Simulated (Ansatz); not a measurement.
# NaC4: the cost of one run

Method: DFT PBE, scalar-relativistic, plane waves, PAW, in Ansatz 0.2.0.

1 further run of the same task is left out (it didn't finish).

## 1. Starting point

The structure is orthorhombic, space group Pmmm (No. 47). Conventional cell: a = 2.456 Å, b = 3.333 Å, c = 4.254 Å, α = 90.00°, β = 90.00°, γ = 90.00°. Around Na (site symmetry mmm) lie 12 C at 2.19 Å and 2 Na at 2.46 Å. Around C (site symmetry mm2) lie 3 C at 1.42 Å.

Coordinates:

```
CELL_PARAMETERS angstrom
2.45602 0.00000 0.00000
0.00000 3.33267 0.00000
0.00000 0.00000 4.25395
ATOMIC_POSITIONS crystal
Na 0.50000 0.50000 0.50000
C 0.50000 0.00000 0.83333
C 0.00000 0.00000 0.33333
C 0.00000 0.00000 0.66667
C 0.50000 0.00000 0.16667
```

The cell is invented: Na between sheets of the C type, stage 1 (Pmmm, No. 47). The dimensions are guesses.

## 2. Probe: one point on a coarse mesh

The input, input.yaml:

```yaml
crystal:
  lattice:
    - [2.456018, 0.0, 0.0]
    - [0.0, 3.33266811, 0.0]
    - [0.0, 0.0, 4.253948]
  atoms:
    - { symbol: Na, position: [0.5, 0.5, 0.5] }
    - { symbol: C, position: [0.5, 0.0, 0.83333333] }
    - { symbol: C, position: [0.0, 0.0, 0.33333333] }
    - { symbol: C, position: [0.0, 0.0, 0.66666667] }
    - { symbol: C, position: [0.5, 0.0, 0.16666667] }
basis:
  ecutwfc: 420
kpoints:
  mp_grid: { grid: [8, 6, 4] }
hamiltonian:
  xc: pbe
scf:
  occupations: { method: gaussian, width: 0.1 }
  lower_state_search: "off"
output:
  forces: true
  stress: true
  eigenvalues: true
```

Started as:

```bash
$ ansatz run input.yaml --threads 1 --pin off --max-ram 2048MiB --backend cpu --events-out ev --progress --plain --runs-dir out
```

What time and memory should one allow on 1 thread of Intel Xeon 6975P-C (Granite Rapids), shared host?

About 1.2 s, with a peak of 0.36 GiB.
